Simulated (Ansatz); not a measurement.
Ga3Sb:

```
CELL_PARAMETERS angstrom
-2.15880 2.15880 4.76048
2.15880 -2.15880 4.76048
2.15880 2.15880 -4.76048
ATOMIC_POSITIONS crystal
Sb 0.00000 0.00000 0.00000
Ga 0.50000 0.50000 0.00000
Ga 0.25000 0.75000 0.50000
Ga 0.75000 0.25000 0.50000
```

The cell comes from a database or a generator and needn't be the stable form of this composition.

Base run:

* Program: Ansatz 0.2.0
* Functional: PBE
* Potentials or basis: all-electron LAPW, scalar-relativistic
* Cutoff: 177 eV (chosen from the basis error)
* Basis error allowed: 0.002 eV/atom
* k mesh: 9 × 9 × 9
* Occupations: fermi-dirac, width 0.05 eV
* Spin: no spin polarisation

Its results: pressure -0.5 GPa.

Problem. The run is repeated on the same cell with these changes: functional from PBE to LDA. What comes out?

Solution. Pressure -4.8 GPa.

LDA binds more tightly than PBE, so the same cell stands under less pressure.
